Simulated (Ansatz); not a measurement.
Sr3Ag:

```xyz
4
Lattice="5.4909 0.0000 0.0000 0.0000 5.4909 0.0000 0.0000 0.0000 5.4909" Properties=species:S:1:pos:R:3 pbc="T T T"
Ag    0.0000    0.0000    0.0000
Sr    2.7454    2.7454    0.0000
Sr    2.7454    0.0000    2.7454
Sr    0.0000    2.7454    2.7454
```

The cell comes from a database or a generator and needn't be the stable form of this composition.

- Program: Ansatz 0.2.0
- Task: single point
- Functional: PBE
- Potentials or basis: Ansatz PAW
- Cutoff: 420 eV (not typed: the program's choice for these potentials)
- k mesh: 5 × 5 × 5
- Occupations: fermi-dirac, width 0.05 eV
- Spin: no spin polarisation

On this cell: pressure 0.0 GPa; largest force zero by symmetry; band gap on the k mesh none (metal or under the smearing width).

The same run follows on a disturbed copy (atoms moved at random, drawn with an rms of 0.05 Å):

```
CELL_PARAMETERS angstrom
5.49087 0.00000 0.00000
0.00000 5.49087 0.00000
0.00000 0.00000 5.49087
ATOMIC_POSITIONS crystal
Ag 0.00443 0.00104 0.00196
Sr 0.50796 0.49887 0.99812
Sr 0.50130 0.99042 0.50696
Sr 0.00539 0.49455 0.50296
```

Question: What changes?

Answer: The energy (extrapolated to zero smearing) moves by +1.5 meV/atom; pressure 0.0 GPa; largest force 0.174 eV/Å; band gap on the k mesh none (metal or under the smearing width).

Forces on the atoms (eV/Å):
```
Ag   0.002 -0.016 -0.016
Sr  -0.012 -0.081  0.147
Sr   0.028  0.153 -0.078
Sr  -0.018 -0.055 -0.054
```
